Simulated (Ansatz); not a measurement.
**CuPt (R-3m): convergence test of the plane-wave cutoff from a Python script**

How high a cutoff does CuPt (R-3m) need? Aim: a convergence test of the plane-wave cutoff, for CuPt (R-3m), run from a script.

Program: Ansatz 0.2.0, driven from Python. Level of theory: DFT r2SCAN, plane waves, PAW. These are calculated values, not measurements.

## Step 1: The structure

Symmetry: R-3m, No. 166, trigonal system. The conventional cell has a = 2.725 Å, b = 2.725 Å, c = 12.733 Å, α = 90.00°, β = 90.00°, γ = 120.00°. Around Cu (site symmetry -3m) lie 6 Pt at 2.64 Å and 6 Cu at 2.72 Å. Pt (site symmetry -3m) is surrounded by 6 Cu at 2.64 Å and 6 Pt at 2.72 Å.

The script holds or builds the structure itself.

## Step 2: The script

File cupt.py:

```python
"""Convergence of CuPt with the plane-wave cutoff."""

import warnings

import ansatz as az
from tabulate import tabulate


def main() -> None:
    warnings.simplefilter("ignore", az.DeckWarning)

    lattice = az.Lattice.of(
        (1.362297, 0.786523, 4.244455),
        (-1.362297, 0.786523, 4.244455),
        (0.0, -1.573045, 4.244455),
    )
    sites = [
        ("Cu", (0.0, 0.0, 0.0)),
        ("Pt", (0.5, 0.5, 0.5)),
    ]
    xtal = az.Crystal(lattice=lattice)
    for symbol, position in sites:
        xtal = xtal.atom(symbol, position)

    setup = (
        xtal.calculation()
        .kpoints(8)
        .functional("r2scan")
        .occupations("Marzari-Vanderbilt")
        .eigensolver("davidson", full_accuracy=True)
        .scf(tolerance=1e-09)
        .forces()
        .stress()
    )

    rows = []
    for value in [250, 350, 450, 550]:
        rep = setup.basis(value).run(threads=1, pin="off").report
        rows.append((value, rep["free_energy_ev"] / len(rep["lattice"]["sites"]), rep["n_iterations"], sum(rep["stress_gpa"][i][i] for i in range(3)) / 3, max(abs(f) for row in rep["forces_ev_ang"] for f in row), rep["n_pw"]))

    print(tabulate(rows, headers=["cutoff (eV)", "F/atom (eV)", "iterations", "P (GPa)", "max component (eV/A)", "plane waves"], floatfmt=".4f", tablefmt="simple"))

    # differences from the last row
    for row in rows[:-1]:
        shift = 1000 * (row[1] - rows[-1][1])
        print(f"{row[0]}: {shift:+.2f} meV/atom" + ("  (within 5 meV)" if abs(shift) < 5 else ""))


if __name__ == "__main__":
    main()
```

## Step 3: Launch

Run with:

```bash
$ python cupt.py
```

The log of the run:

```text
  cutoff (eV)    F/atom (eV)    iterations    P (GPa)    max component (eV/A)    plane waves
-------------  -------------  ------------  ---------  ----------------------  -------------
          250     -9582.1900            10     8.4924                  0.0000            251
          350     -9584.1708            10    -0.2616                  0.0000            385
          450     -9584.1809            10    -0.2510                  0.0000            585
          550     -9584.1834            10    -0.2248                  0.0000            803
250: +1993.42 meV/atom
350: +12.62 meV/atom
450: +2.48 meV/atom  (within 5 meV)
```

It took 15 s on 1 thread of AMD EPYC 9R45 (Zen 5), shared host; peak memory 0.54 GiB.

## Step 4: Run by run

One row for each of the 4 runs:

| run | cutoff (eV) | energy from run 4 (meV/atom) | pressure (GPa) | SCF cycles | CPU time (s) |
| --- | --- | --- | --- | --- | --- |
| 1 | 250 | 1993.42 | 8.49 | 10 | 2.3 |
| 2 | 350 | 12.62 | -0.26 | 10 | 3.2 |
| 3 | 450 | 2.48 | -0.25 | 10 | 3.8 |
| 4 | 550 | 0.00 | -0.22 | 10 | 5.1 |

Energies are free energies F = E - TS of the smeared occupations. 

## Step 5: Summary of results

| quantity | value |
| --- | --- |
| runs compared | 4 |
| last run but one, from the last | +2.48 meV/atom |
| within 5 meV/atom of the last run from | 450 |

Runs 1, 2, 3: each has a cutoff under the recommended one; the sweep itself shows how far that matters. From 450 eV on it stays within 5 meV an atom of the value at 550 eV; the first row (250 eV) is off by 1993.4 meV and the last but one by 2.48 meV. The energy falls steadily, as expected when plane waves are added. The pressure moves from 8.49 to -0.22 GPa (the program's stress holds a Pulay correction, so it settles early). The last run costs about 2.2 times the first. Caveats:
- Spin is left out of this run.
- For a metal this k-point mesh is coarse: on a finer one energies can move by several to tens of meV an atom and pressures by half a GPa or more, differences at one mesh by less.
- The program warned that this SCF threshold is loose for forces or stresses.
- Forces vanish by symmetry here and test nothing.
- Pressure is positive in compression.
- Spin-orbit coupling, which matters for elements this heavy, is left out.
- This cell is a computed structure, which may not be the phase found in nature.
- Shifts are counted from the last row, which is itself no proven limit.
- The script silences the warnings on its input, which a real study should read.
